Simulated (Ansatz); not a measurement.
Geometry optimisation, DFT PBE, scalar-relativistic, plane waves, PAW in Ansatz 0.2.0.

input.yaml

```yaml
crystal:
  lattice:
    - [10.86, 0.0, 0.0]
    - [0.0, 10.86, 0.0]
    - [0.0, 0.0, 10.86]
  atoms:
    - { symbol: Si, position: [0.5, 0.0, 0.0] }
    - { symbol: Si, position: [0.625, 0.125, 0.125] }
    - { symbol: Si, position: [0.75, 0.25, 0.0] }
    - { symbol: Si, position: [0.875, 0.375, 0.125] }
    - { symbol: Si, position: [0.875, -0.125, 0.125] }
    - { symbol: Si, position: [0.875, 0.125, 0.375] }
    - { symbol: Si, position: [0.0, 0.0, 0.0] }
    - { symbol: Si, position: [0.125, 0.125, 0.125] }
    - { symbol: Si, position: [0.25, 0.25, 0.0] }
    - { symbol: Si, position: [0.375, 0.375, 0.125] }
    - { symbol: Si, position: [0.5, 0.5, 0.0] }
    - { symbol: Si, position: [0.625, 0.625, 0.125] }
    - { symbol: Si, position: [0.75, 0.75, 0.0] }
    - { symbol: Si, position: [0.25, 0.0, 0.25] }
    - { symbol: Si, position: [0.375, 0.125, 0.375] }
    - { symbol: Si, position: [0.5, 0.25, 0.25] }
    - { symbol: Si, position: [0.625, 0.375, 0.375] }
    - { symbol: Si, position: [0.75, 0.5, 0.25] }
    - { symbol: Si, position: [0.875, 0.625, 0.375] }
    - { symbol: Si, position: [0.5, 0.0, 0.5] }
    - { symbol: Si, position: [0.625, 0.125, 0.625] }
    - { symbol: Si, position: [0.75, 0.25, 0.5] }
    - { symbol: Si, position: [0.875, 0.375, 0.625] }
    - { symbol: Si, position: [0.75, 0.0, 0.75] }
    - { symbol: Si, position: [0.875, 0.125, 0.875] }
    - { symbol: Si, position: [0.0, 0.5, 0.0] }
    - { symbol: Si, position: [0.125, 0.625, 0.125] }
    - { symbol: Si, position: [0.25, 0.75, 0.0] }
    - { symbol: Si, position: [0.375, 0.875, 0.125] }
    - { symbol: Si, position: [0.0, 0.25, 0.25] }
    - { symbol: Si, position: [0.125, 0.375, 0.375] }
    - { symbol: Si, position: [0.25, 0.5, 0.25] }
    - { symbol: Si, position: [0.375, 0.625, 0.375] }
    - { symbol: Si, position: [0.5, 0.75, 0.25] }
    - { symbol: Si, position: [0.625, 0.875, 0.375] }
    - { symbol: Si, position: [0.0, 0.0, 0.5] }
    - { symbol: Si, position: [0.125, 0.125, 0.625] }
    - { symbol: Si, position: [0.25, 0.25, 0.5] }
    - { symbol: Si, position: [0.375, 0.375, 0.625] }
    - { symbol: Si, position: [0.5, 0.5, 0.5] }
    - { symbol: Si, position: [0.625, 0.625, 0.625] }
    - { symbol: Si, position: [0.75, 0.75, 0.5] }
    - { symbol: Si, position: [0.875, 0.875, 0.625] }
    - { symbol: Si, position: [0.25, 0.0, 0.75] }
    - { symbol: Si, position: [0.375, 0.125, 0.875] }
    - { symbol: Si, position: [0.5, 0.25, 0.75] }
    - { symbol: Si, position: [0.625, 0.375, 0.875] }
    - { symbol: Si, position: [0.75, 0.5, 0.75] }
    - { symbol: Si, position: [0.875, 0.625, 0.875] }
    - { symbol: Si, position: [0.0, 0.75, 0.25] }
    - { symbol: Si, position: [0.125, 0.875, 0.375] }
    - { symbol: Si, position: [0.0, 0.5, 0.5] }
    - { symbol: Si, position: [0.125, 0.625, 0.625] }
    - { symbol: Si, position: [0.25, 0.75, 0.5] }
    - { symbol: Si, position: [0.375, 0.875, 0.625] }
    - { symbol: Si, position: [0.0, 0.25, 0.75] }
    - { symbol: Si, position: [0.125, 0.375, 0.875] }
    - { symbol: Si, position: [0.25, 0.5, 0.75] }
    - { symbol: Si, position: [0.375, 0.625, 0.875] }
    - { symbol: Si, position: [0.5, 0.75, 0.75] }
    - { symbol: Si, position: [0.625, 0.875, 0.875] }
    - { symbol: Si, position: [0.0, 0.75, 0.75] }
    - { symbol: Si, position: [0.125, 0.875, 0.875] }
basis:
  ecutwfc: 420.0
kpoints:
  mp_grid: { grid: [1, 1, 1] }
hamiltonian:
  xc: pbe
  pseudopotentials: { kind: paw, azcp: { folder: soft_1 } }
scf:
  occupations: { method: gaussian, width: 0.02 }
  lower_state_search: "off"
relax:
  f_tol: 0.03
  max_steps: 60
  adjacent_minimum: "off"
```

Command:

```bash
$ ansatz run input.yaml --threads 4 --pin off --max-ram 10240MiB --backend cpu --events-out ev --progress --plain --runs-dir out
```

**Question.** Where does it end, and by what steps?

**Answer.** It converged. Limits of this set-up: coarse k mesh, no spin, though dangling bonds at a vacancy may carry it, a typed lattice constant that wasn't relaxed here. After 3 steps the energy has fallen by 0.076 eV; Si35 moved furthest, 0.11 Å.

```tsv
step	energy less start (eV)	largest force component (eV/Å)	accepted
0	0.0000	0.156	yes
1	-0.0657	0.069	yes
2	-0.0739	0.032	yes
3	-0.0759	0.019	yes
```

```xyz
63
Lattice="10.8600 0.0000 0.0000 0.0000 10.8600 0.0000 0.0000 0.0000 10.8600" Properties=species:S:1:pos:R:3
Si 5.457 -0.005 0.027
Si 6.853 1.292 1.423
Si 8.150 2.688 0.027
Si 9.500 4.071 1.360
Si 9.437 -1.292 1.423
Si 9.437 1.292 4.007
Si -0.027 0.005 0.027
Si 1.356 1.355 1.360
Si 2.718 2.712 0.003
Si 4.083 4.062 1.357
Si 5.433 5.427 0.003
Si 6.790 6.789 1.360
Si 8.140 8.172 0.027
Si 2.715 0.000 2.715
Si 4.074 1.355 4.070
Si 5.457 2.688 2.720
Si 6.790 4.071 4.070
Si 8.145 5.430 2.715
Si 9.500 6.789 4.070
Si 5.457 0.005 5.403
Si 6.790 1.355 6.786
Si 8.140 2.688 5.403
Si 9.503 4.062 6.777
Si 8.145 0.000 8.145
Si 9.500 1.355 9.504
Si -0.003 5.433 0.003
Si 1.347 6.798 1.357
Si 2.712 8.148 0.003
Si 4.074 9.505 1.360
Si -0.027 2.688 2.710
Si 1.347 4.062 4.073
Si 2.715 5.430 2.715
Si 4.083 6.798 4.073
Si 5.457 8.172 2.710
Si 6.853 9.568 4.007
Si -0.027 -0.005 5.403
Si 1.347 1.358 6.777
Si 2.712 2.712 5.427
Si 4.071 4.074 6.789
Si 5.433 5.433 5.427
Si 6.787 6.798 6.777
Si 8.150 8.172 5.403
Si 9.500 9.505 6.786
Si 2.715 0.000 8.145
Si 4.083 1.358 9.513
Si 5.433 2.712 8.148
Si 6.787 4.062 9.513
Si 8.145 5.430 8.145
Si 9.503 6.798 9.513
Si -0.027 8.172 2.720
Si 1.356 9.505 4.070
Si -0.003 5.427 5.427
Si 1.359 6.786 6.789
Si 2.718 8.148 5.427
Si 4.083 9.502 6.777
Si -0.003 2.712 8.142
Si 1.359 4.074 9.501
Si 2.715 5.430 8.145
Si 4.071 6.786 9.501
Si 5.433 8.148 8.142
Si 6.790 9.505 9.504
Si -0.003 8.148 8.148
Si 1.347 9.502 9.513
```

Whether the end is a true minimum wasn't checked by a vibrational analysis.

Time of the run: 13 s on 4 threads of Arm Neoverse V2, on a shared host, peak memory 1 GiB.
